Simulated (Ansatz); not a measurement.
# CH5B2ClO: one species, many methods

An exercise on one series of results from a longer session: the logs are not shown, and one member is left open.

The runs use Ansatz 0.2.0, Gaussian basis; functionals in def2-TZVPP, the program's frozen cores in correlated methods.

The runs, in order: LDA (SPW92), PBE-D4, revPBE-D4, BLYP-D4, r2SCAN-D4, B97M-V, PBE0-D4, B3LYP-D4, r2SCANh-D4, r2SCAN0-D4, HSE06-D4, BHLYP-D4, CAM-B3LYP-D4, LC-ωPBE, ωB97X-V, ωB97M-V, B2PLYP, PBE-QIDH; CCSD(T)/def2-SVP; CCSD(T)/def2-TZVPP; MP2/def2-QZVPP; extrapolation to the limit; RPA on PBE.

### Structure used throughout

All runs share one geometry, relaxed beforehand with PBE0-D4 in a triple-zeta def2 set.

10 atoms, charge 0, spin multiplicity 1.

Atoms are counted from 1 here; the program's logs count them from 0.

Bond lengths: B1–C2 1.537 Å, B1–Cl5 1.803 Å, B1–H6 1.406 Å, B1–H7 1.198 Å, C2–B3 1.526 Å, C2–O4 1.275 Å, B3–H6 1.348 Å, B3–H8 1.203 Å, B3–H9 1.202 Å, O4–H10 0.972 Å. Angles: C2–B1–Cl5 117.4°, C2–B1–H6 90.7°, C2–B1–H7 115.8°, Cl5–B1–H6 106.7°, Cl5–B1–H7 119.1°, H6–B1–H7 99.9°, B1–C2–B3 82.1°, B1–C2–O4 136.7°, B3–C2–O4 141.0°, C2–B3–H6 93.4°, C2–B3–H8 116.0°, C2–B3–H9 115.4°, H6–B3–H8 100.9°, H6–B3–H9 106.6°, H8–B3–H9 119.0°, C2–O4–H10 111.3°, B1–H6–B3 93.8°.

The first run:

in.yaml

```yaml
crystal:
  periodic: [false, false, false]
  atoms:
    - {symbol: B, position_ang: [-0.744595, -0.778313, 0.421145]}
    - {symbol: C, position_ang: [0.263279, -0.245998, -0.609937]}
    - {symbol: B, position_ang: [0.197366, 0.993244, 0.278636]}
    - {symbol: O, position_ang: [0.887109, -0.708615, -1.621556]}
    - {symbol: Cl, position_ang: [-0.184142, -2.079373, 1.535994]}
    - {symbol: H, position_ang: [-0.672454, 0.427794, 1.139207]}
    - {symbol: H, position_ang: [-1.895048, -0.751616, 0.087908]}
    - {symbol: H, position_ang: [-0.460298, 1.908190, -0.141501]}
    - {symbol: H, position_ang: [1.194571, 1.232746, 0.904775]}
    - {symbol: H, position_ang: [1.497313, -0.049158, -1.991669]}
basis:
  gaussian: {orbitals: def2-TZVPP}
hamiltonian: {xc: lda}
output: {orbitals: {seedname: orbitals}}
```

Steps of the session up to this table: LDA; PBE-D4 (GGA); revPBE-D4 (GGA); BLYP-D4 (GGA); r2SCAN-D4 (meta-GGA); B97M-V (meta-GGA); PBE0-D4 (hybrid); B3LYP-D4 (hybrid); r2SCANh-D4 (hybrid); r2SCAN0-D4 (hybrid); HSE06-D4 (hybrid); BHLYP-D4 (hybrid); CAM-B3LYP-D4 (range-separated); LC-ωPBE (range-separated); ωB97X-V (range-separated); ωB97M-V (range-separated); B2PLYP (double hybrid); PBE-QIDH (double hybrid).

One of the session's tables, all rows but one given; the rest of the session is left out.

It belongs to the step «Orbital energies across the functionals». 

```
  functional  HOMO (eV)  LUMO (eV)  gap (eV)
 LDA (SPW92)      -6.51      -3.82      2.69
      PBE-D4      -6.41      -3.62      2.79
   revPBE-D4      -6.36      -3.55      2.82
     BLYP-D4      -6.32      -3.48      2.84
   r2SCAN-D4      -6.70      -3.44      3.26
      B97M-V      -6.83      -3.42      3.41
     PBE0-D4      -7.80      -2.64      5.15
    B3LYP-D4      -7.59      -2.86      4.73
  r2SCANh-D4      -7.21      -3.08      4.14
  r2SCAN0-D4      -7.99      -2.53      5.46
    HSE06-D4      -7.39      -3.03      4.36
    BHLYP-D4      -9.13      -1.45      7.68
CAM-B3LYP-D4          ?          ?         ?
     LC-ωPBE     -10.58      -0.32     10.26
     ωB97X-V     -10.23      -0.36      9.87
     ωB97M-V     -10.09      -0.43      9.66
```

Estimate the missing values for CAM-B3LYP-D4.

The run gave: HOMO (eV): -9.22; LUMO (eV): -1.46; gap (eV): 7.77. In the column «HOMO (eV)» it lies between ωB97M-V (-10.09) and BHLYP-D4 (-9.13).
